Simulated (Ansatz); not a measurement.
I need a rigid torsion scan of H₄O₃Sn, SMILES [OH][SnH]([OH])[OH]. Use Ansatz 0.2.0, Python API. Use (for the species named): PBE0, def2-SVP basis, multiplicity 1.

```yaml
atoms:
  - { symbol: O, position_ang: [-0.6526, 1.3663, -1.4023] }
  - { symbol: Sn, position_ang: [0.0074, 0.2455, 0.0220] }
  - { symbol: O, position_ang: [1.8555, -0.2323, -0.4005] }
  - { symbol: O, position_ang: [-1.0080, -1.3886, 0.1380] }
  - { symbol: H, position_ang: [-1.6315, 1.5932, -1.1575] }
  - { symbol: H, position_ang: [-0.0526, 1.1171, 1.5489] }
  - { symbol: H, position_ang: [2.1800, -0.8399, 0.3524] }
  - { symbol: H, position_ang: [-0.6061, -1.9185, 0.8432] }
```

`run_torsion.py`:
```python
'''Rigid torsion scan of H4O3Sn.'''

import ansatz as az
from ase import Atoms

BASIS = 'def2-SVP'
XC = 'pbe0'
FORCE_TOL = 0.02
LEVEL = 'mp2'

atoms = Atoms(['O', 'Sn', 'O', 'O', 'H', 'H', 'H', 'H'], positions=[
    (-0.6526, 1.3663, -1.4023),
    (0.0074, 0.2455, 0.022),
    (1.8555, -0.2323, -0.4005),
    (-1.008, -1.3886, 0.138),
    (-1.6315, 1.5932, -1.1575),
    (-0.0526, 1.1171, 1.5489),
    (2.18, -0.8399, 0.3524),
    (-0.6061, -1.9185, 0.8432),
])

# relax first, so that the scan starts from a minimum
first = (
    az.Crystal.molecule_from_ase(atoms).calculation()
    .basis(gaussian=BASIS)
    .functional(XC)
    .relax(force_tolerance=FORCE_TOL, max_steps=80)
)
atoms.positions = first.run().report['positions_ang']

start = atoms.get_dihedral(2, 1, 0, 4)
energies = {}
for turn in range(0, 360, 30):
    turned = atoms.copy()
    turned.set_dihedral(2, 1, 0, 4, start + turn, indices=[0, 4])
    job = az.Crystal.molecule_from_ase(turned).calculation().basis(gaussian=BASIS).correlation(LEVEL)
    energies[round((start + turn) % 360)] = job.run().report['free_energy_ev']
floor = min(energies.values())
print('dihedral O2-Sn1-O0-H4 (deg)   E - E(min) (kcal/mol)')
for angle, e in sorted(energies.items()):
    print(f'{angle:8d} {23.060548 * (e - floor):14.3f}  ' + '#' * int(30 * (e - floor) / max(max(energies.values()) - floor, 1e-9)))
```

Output of `python run_torsion.py`:
```text
dihedral O2-Sn1-O0-H4 (deg)   E - E(min) (kcal/mol)
      20          2.432  ########################
      50          1.420  ##############
      80          0.435  ####
     110          0.000
     140          0.319  ###
     170          0.859  ########
     200          1.166  ###########
     230          1.273  #############
     260          1.454  ##############
     290          1.966  ####################
     320          2.638  ###########################
     350          2.925  ##############################
```

The scan is rigid and the energies are electronic, in a modest basis. With rigid groups the curve can differ much from the relaxed path, the start wasn't checked as a minimum of this torsion, and equivalent turns needn't return to the same energy. def2 sets replace the cores of elements past krypton by effective core potentials. The start is relaxed with a density functional and scanned with the wavefunction method, so it isn't exactly that method's minimum. The whole script took 87 s on 1 thread of Intel(R) Xeon(R) Processor @ 2.30GHz, with other jobs on the host, peak memory 0.3 GiB.
